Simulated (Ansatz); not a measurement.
# CH5BN2: taking an electron away

How much energy removes an electron from CH5BN2 at fixed geometry? The cation is run at each level and the neutral's energy taken from earlier runs.

The runs use Ansatz 0.2.0, Gaussian basis; unrestricted cation, the program's frozen cores in correlated methods.

Plan: UKS PBE-D4/def2-TZVPP; UKS r2SCAN-D4/def2-TZVPP; UKS PBE0-D4/def2-TZVPP; UKS B3LYP-D4/def2-TZVPP; UKS wB97X-V/def2-TZVPP; UKS wB97M-V/def2-TZVPP; UKS B2PLYP/def2-TZVPP; UHF-CCSD(T)/def2-TZVPP; UHF-MP2/def2-QZVPP; extrapolation to the limit; then −ε(HOMO) from the neutral's earlier runs with LDA (SPW92), PBE-D4, revPBE-D4, BLYP-D4, r2SCAN-D4, B97M-V, PBE0-D4, B3LYP-D4, r2SCANh-D4, r2SCAN0-D4, HSE06-D4, BHLYP-D4, CAM-B3LYP-D4, LC-ωPBE, ωB97X-V, ωB97M-V.

### 1 The relaxed structure

The geometry comes from an earlier relaxation with PBE0-D4 in a triple-zeta def2 set; it is a stationary point, not always the lowest conformer.

SMILES `B1NCN1`, 9 atoms, charge 0, spin multiplicity 1.

Atoms are counted from 1 here; the program's logs count them from 0.

Bond lengths: B1–N2 1.430 Å, B1–N4 1.430 Å, B1–H5 1.191 Å, N2–C3 1.458 Å, N2–H6 1.003 Å, C3–N4 1.458 Å, C3–H7 1.097 Å, C3–H8 1.097 Å, N4–H9 1.003 Å. Angles: N2–B1–N4 92.5°, N2–B1–H5 133.7°, N4–B1–H5 133.7°, B1–N2–C3 88.7°, B1–N2–H6 135.4°, C3–N2–H6 124.3°, N2–C3–N4 90.2°, N2–C3–H7 113.7°, N2–C3–H8 114.4°, N4–C3–H7 114.4°, N4–C3–H8 113.7°, H7–C3–H8 109.6°, B1–N4–C3 88.7°, B1–N4–H9 135.5°, C3–N4–H9 124.3°.

### 2 Cation, UKS PBE-D4/def2-TZVPP

in.yaml reads:

```yaml
crystal:
  periodic: [false, false, false]
  atoms:
    - {symbol: B, position_ang: [-0.538099, 0.903828, -0.424192]}
    - {symbol: N, position_ang: [0.763940, 0.350105, -0.630863]}
    - {symbol: C, position_ang: [0.430096, -0.702400, 0.321981]}
    - {symbol: N, position_ang: [-0.891547, -0.116161, 0.513494]}
    - {symbol: H, position_ang: [-1.109556, 1.851861, -0.864610]}
    - {symbol: H, position_ang: [1.686504, 0.721989, -0.761457]}
    - {symbol: H, position_ang: [0.419966, -1.707135, -0.117078]}
    - {symbol: H, position_ang: [1.046892, -0.704084, 1.228587]}
    - {symbol: H, position_ang: [-1.719798, -0.644404, 0.717039]}
basis:
  gaussian: {orbitals: def2-TZVPP}
total_charge: 1
magnetization: {spin_polarized: true, initial_magnetization: 1}
hamiltonian: {xc: pbe, dispersion: d4}
```

After this run come: Cation, UKS r2SCAN-D4/def2-TZVPP; Cation, UKS PBE0-D4/def2-TZVPP; Cation, UKS B3LYP-D4/def2-TZVPP; Cation, UKS wB97X-V/def2-TZVPP; Cation, UKS wB97M-V/def2-TZVPP; Cation, UKS B2PLYP (frozen core)/def2-TZVPP; Cation, UHF-CCSD(T)/def2-TZVPP; Cation, UHF-MP2/def2-QZVPP.

**Question.** What will the summary of the whole plan be? Wanted: ionisation energy, CCSD(T)/def2-TZVPP; nearest functional by difference; nearest −ε(HOMO); −ε(HOMO) of PBE; T1 of the cation.

**Answer**, as computed:

```
                             quantity                value
ionisation energy, CCSD(T)/def2-TZVPP              9.36 eV
     nearest functional by difference  B3LYP-D4 (-0.02 eV)
                     nearest −ε(HOMO)   ωB97M-V (-0.00 eV)
                      −ε(HOMO) of PBE              5.62 eV
                     T1 of the cation                0.063
```

**Reading.** By cation minus neutral, the functionals miss by 0.18 eV at most. The PBE orbital energy is 3.7 eV too small: a semilocal HOMO is no ionisation energy. Among orbital estimates ωB97M-V comes nearest. Hartree-Fock falls 1.15 eV short, as the neutral has more correlation energy than the cation. The cation's T1 (from the report) is 0.063, above the customary mark of 0.045 for open shells, so the coupled-cluster value is less safe.
